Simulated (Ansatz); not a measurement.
# C₃H₆BNO: a ladder of functionals and wavefunction methods

How much do the methods differ for C₃H₆BNO? The plan is to run it at one geometry with functionals of several rungs and with coupled cluster. The yardstick is the atomisation energy at the CCSD(T) limit.

The runs use Ansatz 0.2.0, Gaussian basis; functionals in def2-TZVPP, the program's frozen cores in correlated methods.

The runs, in order: LDA (SPW92), PBE-D4, revPBE-D4, BLYP-D4, r2SCAN-D4, B97M-V, PBE0-D4, B3LYP-D4, r2SCANh-D4, r2SCAN0-D4, HSE06-D4, BHLYP-D4, CAM-B3LYP-D4, LC-ωPBE, ωB97X-V, ωB97M-V, B2PLYP, PBE-QIDH; CCSD(T)/def2-SVP; CCSD(T)/def2-TZVPP; MP2/def2-QZVPP; extrapolation to the limit; RPA on PBE.

### 1 Structure used throughout

All runs share one geometry, relaxed beforehand with PBE0-D4 in a triple-zeta def2 set.

SMILES `NB(O)C1C=C1`, 12 atoms, charge 0, spin multiplicity 1.

Atoms are counted from 1 here; the program's logs count them from 0.

Bond lengths: N1–B2 1.411 Å, N1–H7 1.004 Å, N1–H8 1.005 Å, B2–O3 1.376 Å, B2–C4 1.562 Å, O3–H9 0.958 Å, C4–C5 1.518 Å, C4–C6 1.518 Å, C4–H10 1.096 Å, C5–C6 1.280 Å, C5–H11 1.076 Å, C6–H12 1.076 Å. Angles: B2–N1–H7 121.5°, B2–N1–H8 125.1°, H7–N1–H8 113.4°, N1–B2–O3 122.2°, N1–B2–C4 120.2°, O3–B2–C4 117.6°, B2–O3–H9 114.2°, B2–C4–C5 120.9°, B2–C4–C6 120.8°, B2–C4–H10 116.5°, C5–C4–C6 49.9°, C5–C4–H10 116.2°, C6–C4–H10 116.2°, C4–C5–C6 65.1°, C4–C5–H11 144.0°, C6–C5–H11 150.9°, C4–C6–C5 65.1°, C4–C6–H12 144.0° and more.

### 2 LDA

This LDA is Slater exchange with PW92 correlation.

File in.yaml:

```yaml
crystal:
  periodic: [false, false, false]
  atoms:
    - {symbol: N, position_ang: [-1.759773, 0.591453, 0.736387]}
    - {symbol: B, position_ang: [-0.389100, 0.458514, 0.427853]}
    - {symbol: O, position_ang: [0.566938, 1.294956, 0.957048]}
    - {symbol: C, position_ang: [0.091235, -0.665430, -0.544020]}
    - {symbol: C, position_ang: [1.336839, -0.481528, -1.392111]}
    - {symbol: C, position_ang: [1.472322, -1.279572, -0.400828]}
    - {symbol: H, position_ang: [-2.447966, -0.025453, 0.343769]}
    - {symbol: H, position_ang: [-2.149180, 1.285731, 1.349602]}
    - {symbol: H, position_ang: [0.219518, 1.965475, 1.547290]}
    - {symbol: H, position_ang: [-0.685704, -1.315875, -0.961242]}
    - {symbol: H, position_ang: [1.743840, 0.043221, -2.238462]}
    - {symbol: H, position_ang: [2.077931, -1.926792, 0.208813]}
basis:
  gaussian: {orbitals: def2-TZVPP}
hamiltonian: {xc: lda}
output: {orbitals: {seedname: orbitals}}
```

Run with:

```sh
ansatz run in.yaml --threads 4 --pin off --events-out ev --progress --plain --max-ram 10444MiB
```

After this run come: PBE-D4 (GGA); revPBE-D4 (GGA); BLYP-D4 (GGA); r2SCAN-D4 (meta-GGA); B97M-V (meta-GGA); B3LYP-D4 (hybrid); r2SCANh-D4 (hybrid); r2SCAN0-D4 (hybrid); HSE06-D4 (hybrid); BHLYP-D4 (hybrid); CAM-B3LYP-D4 (range-separated); LC-ωPBE (range-separated); ωB97X-V (range-separated); ωB97M-V (range-separated); B2PLYP (double hybrid); PBE-QIDH (double hybrid); CCSD(T) in def2-SVP; CCSD(T) in def2-TZVPP; MP2 in def2-QZVPP; RPA on PBE orbitals.

Before running them: what should the planned runs give, taken together? Wanted: atomisation energy, CCSD(T)/CBS; farthest beyond LDA; mean size of error, GGA; mean size of error, meta-GGA; mean size of error, hybrid; mean size of error, range-separated; mean size of error, double hybrid; gap, smallest and largest; T1 diagnostic.

The runs gave:

| quantity | value |
| --- | --- |
| atomisation energy, CCSD(T)/CBS | 52.540 eV |
| functionals within 0.263 eV (0.5 %) | B3LYP-D4, r2SCANh-D4, ωB97X-V, PBE-QIDH |
| farthest beyond LDA | PBE-D4 (+1.896 eV) |
| mean size of error, GGA | 0.869 eV |
| mean size of error, meta-GGA | 0.319 eV |
| mean size of error, hybrid | 0.640 eV |
| mean size of error, range-separated | 0.372 eV |
| mean size of error, double hybrid | 0.146 eV |
| gap, smallest and largest | 4.71 eV (LDA (SPW92)), 12.20 eV (LC-ωPBE) |
| T1 diagnostic | 0.0112 |
| triples share of the correlation energy | 4.2 % |

**Reading.** The LDA atomisation energy is off by 8.595 eV (16 %): it overbinds. PBE-D4 is off by +1.896 eV. Double hybrids carry the basis error of their MP2 part in triple zeta, and no dispersion term here, so their miss is partly the set-up's. By mean error the best rung here is double hybrid (0.146 eV) and the worst beyond LDA is GGA (0.869 eV). Misses under about 0.263 eV are within the doubt on the reference itself, which lacks core-valence correlation, relativity and higher excitations. Hartree-Fock recovers 72 % of the binding; the rest is correlation. CCSD(T) in def2-SVP is off by -2.450 eV, so the small basis spoils what the method gains. The gap grows from 4.7 to 12.2 eV across the functionals, mostly with the share of exact exchange.
